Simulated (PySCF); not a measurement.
# SiSe (SMILES [Si][Se]) at 6 levels

Wanted: a comparison of 6 runs (B2PLYP/STO-6G, B3LYP/STO-6G, M06-2X/STO-6G, UPBE0/STO-6G, wB97X-V/STO-6G, UCCSD(T)/STO-6G) of SiSe. The job is set up through a Python script.

The calculation is run with PySCF 2.14.0.

12 further runs of the same task are left out: 8 that didn't finish, 4 set aside as unsound or not needed.

### Step 1. The structure to begin with

The species is SiSe (2 atoms), meant as a singlet with charge 0. As SMILES, `[Si][Se]`. The Si1–Se2 distance was set to 2.474 Å, away from the relaxed value.

Bond lengths: Si1–Se2 2.474 Å.

### Step 2. A single-point energy at B2PLYP/STO-6G (run 1)

mol.xyz

```xyz
2

Si     0.000000     0.000000    -0.380910
Se     0.000000     0.000000     2.093090
```

run.py

```python
from pyscf import gto, dft, mp

mol = gto.M(
    atom='mol.xyz',
    max_memory=1860,
    charge=0,
    spin=0,
    basis='sto-6g',
    verbose=3,
)

mf = dft.RKS(mol)
mf.xc = '0.53*HF + 0.47*B88, 0.73*LYP'
mf.conv_tol = 1e-10
mf.grids.level = 5
mf.kernel()
if not mf.converged:
    mf = mf.newton().run(mf.mo_coeff, mf.mo_occ)

pt = mp.MP2(mf, frozen=14).run()
etot = mf.e_tot + 0.27 * pt.e_corr
print('PT2 part  %.8f' % (0.27 * pt.e_corr))
print('E(%s) = %.9f' % ('B2PLYP', etot))
```

Launch:

```console
$ OMP_NUM_THREADS=1 python run.py
```

Log:

```text
converged SCF energy = -2676.9013758719
E(RMP2) = -2677.08545587798  E_corr = -0.184080006077599
E(SCS-RMP2) = -2677.07882824073  E_corr = -0.17745236883374
PT2 part  -0.04970160
E(B2PLYP) = -2676.951077474
```

Wall time 3.9 s (1 thread of Arm Neoverse V1, shared host); peak memory 0.21 GiB.

### Step 3. A single-point energy at B3LYP/STO-6G (run 2)

job.py

```python
from pyscf import gto, dft

system = gto.Mole()
system.atom = 'Si 0.000000 0.000000 -0.380910; Se -0.000000 -0.000000 2.093090'
system.verbose = 3
system.basis = 'sto-6g'
system.max_memory = 1860
system.charge = 0
system.spin = 0
system.build()

calc0 = dft.RKS(system)
calc0.xc = 'b3lyp'
calc0.conv_tol = 1e-10
calc0.grids.level = 5
calc0.kernel()
if not calc0.converged:
    calc0 = calc0.newton().run(calc0.mo_coeff, calc0.mo_occ)

etot = calc0.e_tot
print('Final energy', etot)
```

Launch:

```console
$ OMP_NUM_THREADS=1 python job.py
```

Log:

```text
converged SCF energy = -2677.40816123037
Final energy -2677.408161230375
```

Wall time 3.6 s (1 thread of Arm Neoverse V1, shared host); peak memory 0.21 GiB.

Run 3 isn't shown in full; the table further down has it.

### Step 4. The energy at UPBE0/STO-6G (run 4)

run.py

```python
from pyscf import gto, dft

mol = gto.M(
    atom=[
    ('Si', (0.000000, 0.000000, -0.380910)),
    ('Se', (-0.000000, -0.000000, 2.093090)),
],
    basis='sto-6g',
    verbose=4,
    charge=0,
    max_memory=1860,
    spin=0,
)

calc0 = dft.UKS(mol, xc='pbe0')
calc0.conv_tol = 1e-10
calc0.grids.level = 5
calc0.kernel()
if not calc0.converged:
    calc0 = calc0.newton().run(calc0.mo_coeff, calc0.mo_occ)
for _ in range(3):
    mo, _, stable, _ = calc0.stability(return_status=True)
    if stable:
        break
    calc0.kernel(calc0.make_rdm1(mo, calc0.mo_occ))

e_tot = calc0.e_tot
print('Final energy', e_tot)
```

Launch:

```console
$ OMP_NUM_THREADS=1 python run.py
```

Log:

```text
PySCF version 2.14.0

[INPUT] num. atoms = 2
[INPUT] num. electrons = 48
[INPUT] charge = 0
[INPUT] spin (= nelec alpha-beta = 2S) = 0
[INPUT] symmetry False subgroup None
[INPUT] Mole.unit = angstrom
[INPUT] Symbol           X                Y                Z      unit          X                Y                Z       unit  Magmom
[INPUT]  1 Si     0.000000000000   0.000000000000  -0.380910000000 AA    0.000000000000   0.000000000000  -0.719815578108 Bohr   0.0
[INPUT]  2 Se     0.000000000000   0.000000000000   2.093090000000 AA    0.000000000000   0.000000000000   3.955366854066 Bohr   0.0

nuclear repulsion = 101.81420872996
number of shells = 13
number of NR pGTOs = 162
number of NR cGTOs = 27
basis = sto-6g
ecp = {}

[... 94 lines left out ...]
converged SCF energy = -2677.0722416921  <S^2> = 1.4490453e-10  2S+1 = 1
[... 112 lines left out ...]
converged SCF energy = -2677.07238799536  <S^2> = 0.10159522  2S+1 = 1.1859093
[... 2 lines left out ...]
Final energy -2677.072387995358
```

Wall time 19 s (1 thread of Arm Neoverse V1, shared host); peak memory 0.31 GiB.

Run 5 isn't shown in full; the table further down has it.

### Step 5. The energy at UCCSD(T)/STO-6G (run 6)

calc.py

```python
from pyscf import gto, scf, cc

mol = gto.M(
    atom=[
    ('Si', (0.000000, 0.000000, -0.380910)),
    ('Se', (-0.000000, -0.000000, 2.093090)),
],
    basis='sto-6g',
    verbose=4,
    max_memory=1860,
)

mf = scf.UHF(mol)
mf.conv_tol = 1e-10
mf.kernel()
if not mf.converged:
    mf = mf.newton().run(mf.mo_coeff, mf.mo_occ)
for _ in range(3):
    mo, _, stable, _ = mf.stability(return_status=True)
    if stable:
        break
    mf.kernel(mf.make_rdm1(mo, mf.mo_occ))

mycc = cc.CCSD(mf, frozen=14)
mycc.kernel()
e_t = mycc.ccsd_t()
energy = mycc.e_tot + e_t
print(f'total energy: {energy:.8f} hartree')
```

Launch:

```console
$ OMP_NUM_THREADS=1 python calc.py
```

Log:

```text
PySCF version 2.14.0

[INPUT] num. atoms = 2
[INPUT] num. electrons = 48
[INPUT] charge = 0
[INPUT] spin (= nelec alpha-beta = 2S) = 0
[INPUT] symmetry False subgroup None
[INPUT] Mole.unit = angstrom
[INPUT] Symbol           X                Y                Z      unit          X                Y                Z       unit  Magmom
[INPUT]  1 Si     0.000000000000   0.000000000000  -0.380910000000 AA    0.000000000000   0.000000000000  -0.719815578108 Bohr   0.0
[INPUT]  2 Se     0.000000000000   0.000000000000   2.093090000000 AA    0.000000000000   0.000000000000   3.955366854066 Bohr   0.0

nuclear repulsion = 101.81420872996
number of shells = 13
number of NR pGTOs = 162
number of NR cGTOs = 27
basis = sto-6g
ecp = {}

[... 81 lines left out ...]
converged SCF energy = -2675.46788914604  <S^2> = 7.3669071e-11  2S+1 = 1
[... 124 lines left out ...]
converged SCF energy = -2675.47601706934  <S^2> = 0.90990835  2S+1 = 2.1539808
[... 64 lines left out ...]
converged SCF energy = -2675.50690618747  <S^2> = 0.91491088  2S+1 = 2.1586207
[... 14 lines left out ...]
Init t2, MP2 energy = -0.0288900654233599
[... 29 lines left out ...]
UCCSD converged
[... 2 lines left out ...]
total energy: -2675.58610666 hartree
```

Wall time 1.9 s (1 thread of Arm Neoverse V1, shared host); peak memory 0.12 GiB.

### Step 6. Overview of the runs

| run | level | frozen core orbitals | follow instability | energy (Eh) | dipole moment (D) of the reference | HOMO energy (eV) | LUMO energy (eV) | wall time |
| --- | --- | --- | --- | --- | --- | --- | --- | --- |
| 1 | B2PLYP/STO-6G | 14 | – | -2676.951077 | 4.55 | -3.58 | 2.03 | 3.9 s |
| 2 | B3LYP/STO-6G | – | – | -2677.408161 | 3.80 | -2.88 | 0.63 | 3.6 s |
| 3 | M06-2X/STO-6G | – | – | -2677.341793 | 4.35 | -3.90 | 1.60 | 4.2 s |
| 4 | UPBE0/STO-6G | – | yes | -2677.072388 | 3.83 | -2.98 | 0.60 | 19 s |
| 5 | wB97X-V/STO-6G | – | – | -2677.180643 | 4.47 | -5.02 | 2.81 | 18 s |
| 6 | UCCSD(T)/STO-6G | 14 | yes | -2675.586107 | 3.36 | -5.46 | 5.20 | 1.9 s |

### Step 7. What came out

| quantity | value |
| --- | --- |
| run 6: total energy | -2675.58611 Eh |
| run 6: dipole moment (Hartree–Fock density) | 3.36 D |
| run 6: HOMO energy (Hartree–Fock orbitals) | -5.46 eV |
| run 6: LUMO energy (Hartree–Fock orbitals) | 5.20 eV |
| run 6: HOMO–LUMO gap (Hartree–Fock orbitals) | 10.66 eV |
| run 6: correlation energy (14 core orbitals frozen) | -79.2 mEh |
| run 6: (T) correction | -4.86 mEh |
| run 6: ⟨S²⟩ of the reference determinant | 0.915 |
| run 6: T1 diagnostic | 0.123 |

Over runs 1, 2, 3, 4, 5 the dipole moment (its size) runs from 3.80 D (B3LYP/STO-6G) to 4.55 D (B2PLYP/STO-6G). A double hybrid's value is that of its SCF part. Over runs 1, 2, 3, 4, 5 the HOMO–LUMO gap runs from 3.51 eV (B3LYP/STO-6G) to 7.83 eV (wB97X-V/STO-6G). Totals of different functionals can't be ranked against each other. In runs 1, 2, 3, 4, 5, 6 the basis is minimal, so the values are rough. Spin contamination of the reference: run 6 ⟨S²⟩ = 0.91, run 4 ⟨S²⟩ = 0.10. Where it is this large, the reference is a mixture of spin states, and values that rest on it are in doubt. All runs together took 51 s, the longest 19 s.
